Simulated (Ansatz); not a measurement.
# BBrH2O2: the cost of one run

The runs use Ansatz 0.2.0, Gaussian basis; PBE0-D4/def2-TZVP structures, single points in def2-TZVPP, no counterpoise correction.

Levels: SPW92, PBE-D4, BLYP-D4, r2SCAN-D4, B97M-V, PBE0-D4, B3LYP-D4, r2SCAN0-D4, BHLYP-D4, CAM-B3LYP-D4, wB97X-V, wB97M-V, B2PLYP, PBE-QIDH, RPA on PBE, Hartree-Fock, MP2, CCSD, CCSD(T).

Cores are frozen in the correlated methods. Filled d shells of the heavier atoms are correlated. B3LYP uses VWN-RPA correlation. B2PLYP carries no dispersion term here.

94 further runs of the same task are left out: 94 set aside as unsound or not needed. Runs told in other sessions of the task aren't counted.

### Step 1. Starting geometry

The complex: 8 atoms, charge 0, spin multiplicity 1.

Atoms are counted from 1 here; the program's logs count them from 0.

Bond lengths: B1–Br2 1.937 Å, B1–O3 1.346 Å, B1–O4 1.354 Å, O3–H7 0.963 Å, O4–H8 0.960 Å, H5–H6 0.747 Å. Angles: Br2–B1–O3 117.7°, Br2–B1–O4 120.8°, O3–B1–O4 121.5°, B1–O3–H7 112.1°, B1–O4–H8 113.7°.

As a file:

```
B    -0.0448   -0.7755    0.2655
Br    1.8180   -1.2909    0.1379
O    -0.8692   -1.1577   -0.7279
O    -0.4945   -0.0589    1.3229
H     0.8205    1.7608   -1.3646
H     0.3537    2.2235   -1.0102
H    -1.7723   -0.8566   -0.5860
H     0.1885    0.1554    1.9621
```

Its parts: BBrH₂O₂ holds atoms 1, 2, 3, 4, 7, 8; H₂ holds atoms 5, 6. Each part counts its atoms afresh in its own runs.

### Step 2. Relaxing BBrH₂O₂ alone

File relax-a/in.yaml:

```yaml
crystal:
  periodic: [false, false, false]
  atoms:
    - {symbol: B, position_ang: [-0.044761, -0.775459, 0.265544]}
    - {symbol: Br, position_ang: [1.818038, -1.290877, 0.137907]}
    - {symbol: O, position_ang: [-0.869198, -1.157740, -0.727899]}
    - {symbol: O, position_ang: [-0.494460, -0.058906, 1.322870]}
    - {symbol: H, position_ang: [-1.772329, -0.856561, -0.585959]}
    - {symbol: H, position_ang: [0.188457, 0.155392, 1.962145]}
basis:
  gaussian: {orbitals: def2-TZVP}
hamiltonian: {xc: pbe0, dispersion: d4}
relax: {f_tol: 0.005, max_steps: 200}
```

Run with:

```console
$ ansatz run in.yaml --threads 4 --pin off --events-out ev --progress --plain --max-ram 9574MiB
```

**Question.** How long does this run take on 4 threads of Intel Xeon at 2.50GHz, shared host?

About 20 s.
